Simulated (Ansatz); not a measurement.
# AsB2H7N2: the cost of one run

All numbers below are computed with Ansatz 0.2.0 (RKS revPBE/def2-SVP).

**1. Starting point**

Bond lengths: B1–N2 1.489 Å, N2–B3 1.523 Å, B3–N4 1.477 Å, B3–As5 2.075 Å, B1–H6 1.171 Å, B1–H7 1.229 Å, N2–H8 1.000 Å, N4–H9 1.029 Å, N4–H10 0.978 Å, As5–H11 1.535 Å, As5–H12 1.560 Å. Angles (14 of 15 angles, heavy atoms first): B1–N2–B3 108.3°, N2–B3–N4 124.2°, N2–B3–As5 118.5°, N4–B3–As5 117.3°, B1–N2–H8 109.5°, B3–N2–H8 106.2°, N2–B1–H6 124.7°, N2–B1–H7 119.8°, B3–N4–H9 105.9°, B3–N4–H10 112.1°, B3–As5–H11 91.5°, B3–As5–H12 92.6°, H6–B1–H7 114.6°, H9–N4–H10 112.2°.

Structure file:

```xyz
12

B    -0.5077    1.3053    1.6159
N    -0.6523   -0.1426    1.2997
B    -0.0214   -0.4002   -0.0621
N    -0.5452    0.1370   -1.3343
As    1.7046   -1.5490   -0.1532
H    -0.0637    1.7280    2.6133
H    -1.0593    2.1430    0.9053
H    -1.6214   -0.3691    1.2055
H    -0.8054   -0.6817   -1.9001
H     0.1061    0.7082   -1.7878
H     1.1205   -2.4097   -1.2823
H     2.4222   -0.5244   -1.0859
```

**2. End point A**

input.yaml reads:

```yaml
crystal:
  periodic: [false, false, false]
  atoms:
    - { symbol: B, position_ang: [-0.5077, 1.3053, 1.6159] }
    - { symbol: "N", position_ang: [-0.6523, -0.1426, 1.2997] }
    - { symbol: B, position_ang: [-0.0214, -0.4002, -0.0621] }
    - { symbol: "N", position_ang: [-0.5452, 0.137, -1.3343] }
    - { symbol: As, position_ang: [1.7046, -1.549, -0.1532] }
    - { symbol: H, position_ang: [-0.0637, 1.728, 2.6133] }
    - { symbol: H, position_ang: [-1.0593, 2.143, 0.9053] }
    - { symbol: H, position_ang: [-1.6214, -0.3691, 1.2055] }
    - { symbol: H, position_ang: [-0.8054, -0.6817, -1.9001] }
    - { symbol: H, position_ang: [0.1061, 0.7082, -1.7878] }
    - { symbol: H, position_ang: [1.1205, -2.4097, -1.2823] }
    - { symbol: H, position_ang: [2.4222, -0.5244, -1.0859] }
basis:
  gaussian: { orbitals: def2-SVP }
hamiltonian:
  xc: revpbe
relax:
  f_tol: 0.015
  max_steps: 40
output:
  orbitals: {}
```

On the command line:

```sh
$ ansatz run input.yaml --threads 2 --pin off --max-ram 3072MiB --backend cpu --events-out ev --progress --plain --runs-dir out
```

**Question.** How long does this run take on 2 threads of Intel Xeon Platinum 8259CL at 2.50GHz (Skylake/Cascade Lake), shared host, and how much memory does it need?

About 61 s, with a peak of 0.18 GiB.
